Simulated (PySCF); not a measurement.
# C3H10AlClS: electronic excitations at several levels of theory, part 2 of 2

PySCF 2.14.0. Atoms count from 0.

## 6. TDDFT and polarisability: B3LYP/def2-SVPD

What the job is given:

```
{"job": {"kind": "uv", "xc": "B3LYP", "basis": "def2-SVPD", "ip": true}, "charge": 0, "multiplicity": 1}
C     -0.962554     1.573187     0.543826
S     -0.756480    -0.170544     0.959216
C     -2.190434    -0.894973     0.137794
Al     0.998258    -0.838604    -0.677704
C      2.622995     0.001994     0.092581
Cl     3.839400    -0.434138    -1.188979
H     -0.981820     1.704685    -0.547553
H     -0.095751     2.104043     0.959928
H     -1.881058     1.961069     1.005415
H     -3.113902    -0.534251     0.611068
H     -2.111206    -1.982673     0.266665
H     -2.179111    -0.653271    -0.934914
H      0.330146    -0.085054    -1.927234
H      0.838902    -2.421347    -0.525889
H      2.640403     1.099084     0.175512
H      2.996347    -0.420400     1.036979
```

Method: TDDFT B3LYP/def2-SVPD, vertical, gas phase, core orbitals frozen in the response.

Output:

```text
coarse grid: 14336 points
cycle   1  E = -1220.6314398841  dE =  5.765e-02  |g| = 3.204e-01  |ddm| = 4.589e+00
cycle   2  E = -1220.6378675513  dE = -6.428e-03  |g| = 3.097e-01  |ddm| = 8.826e-01
cycle   3  E = -1220.6631271073  dE = -2.526e-02  |g| = 6.068e-02  |ddm| = 4.414e-01
cycle   4  E = -1220.6641041879  dE = -9.771e-04  |g| = 1.859e-02  |ddm| = 1.140e-01
cycle   5  E = -1220.6641938212  dE = -8.963e-05  |g| = 6.130e-03  |ddm| = 3.293e-02
cycle   6  E = -1220.6642035612  dE = -9.740e-06  |g| = 1.755e-03  |ddm| = 1.021e-02
final grid: 122728 points
cycle   7  E = -1220.8025360419  dE = -2.881e-05  |g| = 5.462e-03  |ddm| = 6.875e-02
cycle   8  E = -1220.8025301421  dE =  5.900e-06  |g| = 7.213e-03  |ddm| = 1.538e-02
cycle   9  E = -1220.8025438854  dE = -1.374e-05  |g| = 3.468e-04  |ddm| = 8.353e-03
cycle  10  E = -1220.8025439188  dE = -3.345e-08  |g| = 1.108e-04  |ddm| = 9.524e-04
cycle  11  E = -1220.8025439222  dE = -3.325e-09  |g| = 4.226e-05  |ddm| = 2.680e-04
cycle  12  E = -1220.8025439226  dE = -4.959e-10  |g| = 1.309e-05  |ddm| = 7.453e-05
converged SCF energy = -1220.8025439226

Static polarisability (au): isotropic 106.421, principal 89.326 101.502 128.434

Singlet excitations
state   eV       nm        f      main configurations
  1   5.4605    227.1   0.03828   H->L 0.93
  2   5.8937    210.4   0.00486   H->L+1 0.73, H->L+2 0.18
  3   6.1288    202.3   0.00795   H->L+2 0.28, H-3->L 0.28, H-1->L 0.27
  4   6.1608    201.2   0.00741   H-1->L 0.41, H->L+2 0.41, H->L+1 0.09
  5   6.2314    199.0   0.00260   H-3->L 0.53, H-1->L 0.29
  6   6.3659    194.8   0.01352   H->L+3 0.86
  7   6.4290    192.9   0.00266   H-2->L 0.81
  8   6.5063    190.6   0.00854   H-1->L+1 0.86
  9   6.7363    184.1   0.03071   H-3->L+1 0.48, H->L+5 0.19, H->L+4 0.16
 10   6.7533    183.6   0.01910   H-3->L+1 0.34, H->L+5 0.27, H->L+4 0.18

Triplet excitations (Tamm-Dancoff, eV): 5.0389 5.6625 5.8405 6.0280
Vertical ionisation energy (delta-SCF) = 9.7664 eV
```

Run time: 3.5 min. Hardware: 1 thread of Arm Neoverse V2, shared host; peak memory 0.91 GiB.

In short: HOMO -6.86 eV, LUMO -0.57 eV; lowest singlet 5.46 eV.

## 7. TDDFT and polarisability: PBE0/def2-SVPD

The job, as its differences from that of step 6:

```diff
@@ -1,2 +1,2 @@
-{"job": {"kind": "uv", "xc": "B3LYP", "basis": "def2-SVPD", "ip": true}, "charge": 0, "multiplicity": 1}
+{"job": {"kind": "uv", "xc": "PBE0", "basis": "def2-SVPD", "ip": true}, "charge": 0, "multiplicity": 1}
 C     -0.962554     1.573187     0.543826
```

Method: TDDFT PBE0/def2-SVPD, vertical, gas phase, core orbitals frozen in the response.

Output:

```text
coarse grid: 14336 points
cycle   1  E = -1220.0340030794  dE =  6.871e-02  |g| = 2.694e-01  |ddm| = 4.448e+00
cycle   2  E = -1220.0453582181  dE = -1.136e-02  |g| = 2.179e-01  |ddm| = 7.677e-01
cycle   3  E = -1220.0579456020  dE = -1.259e-02  |g| = 4.619e-02  |ddm| = 3.471e-01
cycle   4  E = -1220.0584951209  dE = -5.495e-04  |g| = 1.498e-02  |ddm| = 9.204e-02
cycle   5  E = -1220.0585579325  dE = -6.281e-05  |g| = 3.750e-03  |ddm| = 2.790e-02
cycle   6  E = -1220.0585614171  dE = -3.485e-06  |g| = 1.316e-03  |ddm| = 7.298e-03
final grid: 122728 points
cycle   7  E = -1220.1903146370  dE = -2.624e-05  |g| = 8.402e-03  |ddm| = 7.235e-02
cycle   8  E = -1220.1903053005  dE =  9.336e-06  |g| = 1.025e-02  |ddm| = 2.347e-02
cycle   9  E = -1220.1903330220  dE = -2.772e-05  |g| = 4.945e-04  |ddm| = 1.305e-02
cycle  10  E = -1220.1903330992  dE = -7.724e-08  |g| = 7.498e-05  |ddm| = 1.070e-03
cycle  11  E = -1220.1903331007  dE = -1.505e-09  |g| = 3.034e-05  |ddm| = 2.142e-04
cycle  12  E = -1220.1903331010  dE = -2.794e-10  |g| = 6.344e-06  |ddm| = 6.720e-05
converged SCF energy = -1220.1903331010

Static polarisability (au): isotropic 105.658, principal 88.534 100.727 127.712

Singlet excitations
state   eV       nm        f      main configurations
  1   5.6518    219.4   0.04403   H->L 0.86
  2   6.1015    203.2   0.00537   H->L+1 0.63, H->L+2 0.17
  3   6.2818    197.4   0.00518   H-2->L 0.40, H-1->L 0.24, H-3->L 0.19
  4   6.3875    194.1   0.00931   H-1->L 0.69, H-2->L 0.11
  5   6.4591    192.0   0.00088   H->L+2 0.60, H->L+1 0.14, H-2->L 0.09
  6   6.5888    188.2   0.00798   H->L+3 0.77, H->L+1 0.11
  7   6.6439    186.6   0.00289   H-1->L+1 0.60, H-3->L 0.11, H-2->L 0.09
  8   6.6687    185.9   0.01105   H-3->L 0.41, H-1->L+1 0.21, H-2->L 0.14
  9   6.9359    178.8   0.06838   H-2->L+1 0.56, H-3->L+1 0.26
 10   6.9906    177.4   0.00009   H->L+5 0.52, H->L+6 0.14, H->L+4 0.12

Triplet excitations (Tamm-Dancoff, eV): 5.1194 5.7655 5.9608 6.1575
Vertical ionisation energy (delta-SCF) = 9.0494 eV
```

Run time: 4.4 min. Hardware: 1 thread of Arm Neoverse V2, shared host; peak memory 0.91 GiB.

Key values: HOMO -7.08 eV, LUMO -0.34 eV; lowest singlet 5.65 eV.

## 8. TDDFT and polarisability: BHandHLYP/def2-SVPD

The job, as its differences from that of step 7:

```diff
@@ -1,2 +1,2 @@
-{"job": {"kind": "uv", "xc": "PBE0", "basis": "def2-SVPD", "ip": true}, "charge": 0, "multiplicity": 1}
+{"job": {"kind": "uv", "xc": "BHandHLYP", "basis": "def2-SVPD", "ip": true}, "charge": 0, "multiplicity": 1}
 C     -0.962554     1.573187     0.543826
```

Level: TDDFT BHandHLYP/def2-SVPD, vertical, gas phase, core orbitals frozen in the response.

Output:

```text
coarse grid: 14336 points
cycle   1  E = -1220.5413718618  dE =  1.493e-01  |g| = 2.599e-01  |ddm| = 4.366e+00
cycle   2  E = -1220.5646421736  dE = -2.327e-02  |g| = 1.219e-01  |ddm| = 6.967e-01
cycle   3  E = -1220.5685362463  dE = -3.894e-03  |g| = 4.513e-02  |ddm| = 2.643e-01
cycle   4  E = -1220.5690989890  dE = -5.627e-04  |g| = 1.391e-02  |ddm| = 7.845e-02
cycle   5  E = -1220.5691505205  dE = -5.153e-05  |g| = 3.155e-03  |ddm| = 2.295e-02
cycle   6  E = -1220.5691536336  dE = -3.113e-06  |g| = 7.599e-04  |ddm| = 6.299e-03
final grid: 122728 points
cycle   7  E = -1220.6583607114  dE = -1.434e-05  |g| = 2.269e-03  |ddm| = 4.211e-02
cycle   8  E = -1220.6583609563  dE = -2.449e-07  |g| = 2.141e-03  |ddm| = 7.063e-03
cycle   9  E = -1220.6583621509  dE = -1.195e-06  |g| = 1.699e-04  |ddm| = 2.710e-03
cycle  10  E = -1220.6583621596  dE = -8.746e-09  |g| = 9.330e-05  |ddm| = 4.078e-04
cycle  11  E = -1220.6583621623  dE = -2.640e-09  |g| = 1.989e-05  |ddm| = 1.845e-04
cycle  12  E = -1220.6583621624  dE = -1.396e-10  |g| = 5.023e-06  |ddm| = 5.185e-05
converged SCF energy = -1220.6583621624

Static polarisability (au): isotropic 102.127, principal 86.315 98.004 122.061

Singlet excitations
state   eV       nm        f      main configurations
  1   6.1473    201.7   0.04777   H->L 0.54, H->L+2 0.11, H->L+4 0.10
  2   6.6037    187.7   0.01034   H-2->L 0.39, H-2->L+1 0.16
  3   6.8711    180.4   0.00132   H->L+3 0.42, H->L+1 0.18, H->L+4 0.11
  4   7.1870    172.5   0.00408   H-3->L 0.40, H-3->L+2 0.14, H-3->L+4 0.13
  5   7.2149    171.8   0.00425   H->L+1 0.41, H->L+3 0.11, H->L 0.10
  6   7.2905    170.1   0.00209   H-1->L+1 0.57, H-1->L+4 0.09
  7   7.3536    168.6   0.00664   H->L+2 0.38, H-1->L 0.21, H->L 0.13
  8   7.4319    166.8   0.04457   H-1->L 0.53, H-2->L+1 0.12, H->L+2 0.11
  9   7.5003    165.3   0.08205   H-2->L+1 0.34, H-2->L 0.24, H-2->L+2 0.12
 10   7.7032    161.0   0.00253   H-2->L+2 0.38

Triplet excitations (Tamm-Dancoff, eV): 5.4983 6.0914 6.5630 6.6229
Vertical ionisation energy (delta-SCF) = 9.2293 eV
```

It took 3.7 min on 1 thread of Arm Neoverse V2, shared host; peak memory 0.91 GiB.

This run: HOMO -8.26 eV, LUMO 0.40 eV; lowest singlet 6.15 eV.

## 9. Comparing the runs: electronic excitations

Excitations and ground-state properties, with basis size and wall time:

```csv
run,lowest singlet (eV),brightest (eV),f,gap (eV),α (Å³),μ (D),functions,time
HF/def2-SVPD,6.87,8.17,0.090,11.90,14.50,6.89,218,48 s
LDA/def2-SVPD,4.67,4.67,0.022,4.56,16.69,6.21,218,2.5 min
PBE/def2-SVPD,4.69,4.69,0.023,4.60,16.37,6.26,218,4.2 min
B3LYP/def2-SVPD,5.46,5.46,0.038,6.28,15.77,6.42,218,3.5 min
PBE0/def2-SVPD,5.65,6.94,0.068,6.75,15.66,6.44,218,4.4 min
BHandHLYP/def2-SVPD,6.15,7.50,0.082,8.67,15.13,6.60,218,3.7 min
```

## 10. What came out

What follows sums up all 2 parts.

| quantity | value |
| --- | --- |
| point group | C1 |
| rotational constants (main isotopes) | 4.29, 0.69, 0.64 GHz |
| lowest singlet (HF/def2-SVPD) | 6.87 eV (181 nm), f = 0.048 |
| brightest single state of those computed | state 5, 8.17 eV, f = 0.090 |
| lowest triplet | 5.99 eV |
| vertical ionisation energy (ΔSCF) | 8.71 eV |
| range of the lowest singlet | 4.67 to 6.87 eV |

Single values in the summary come from the first run of each kind that ended normally (HF/def2-SVPD), which need not be the best level. The optimisation took 14 steps and gained 0.582 eV; among the close pairs (by a distance rule), Al3–Cl5 changed most, from 2.264 to 2.915 Å. No frequency check was run at this level, so the end point may be a saddle. The first singlet state (HOMO→LUMO+4 0.19, HOMO→LUMO+1 0.17) lies at 6.87 eV and is weak; of the 10 states computed, the strongest absorption comes from state 5 at 8.17 eV (the last state computed is bright too, and its partners may lie past the list). The lowest triplet lies 0.88 eV below the lowest singlet (triplets in Tamm-Dancoff, singlets in full TDDFT). At HF/def2-SVPD, the highest states lie near or above the ionisation energy, where they hang on the basis. The orbital energy would give 10.12 eV for ionisation, ΔSCF gives 8.71 eV. The lowest singlet runs from 4.67 eV (LDA/def2-SVPD) to 6.87 eV (HF/def2-SVPD), while the orbital gap spans 4.56 to 11.90 eV: the excitation energy moves far less from run to run than the orbital gap does. The lowest state need not be the same one in every run. The runs solved for a few states only, so the brightest column depends on that window.
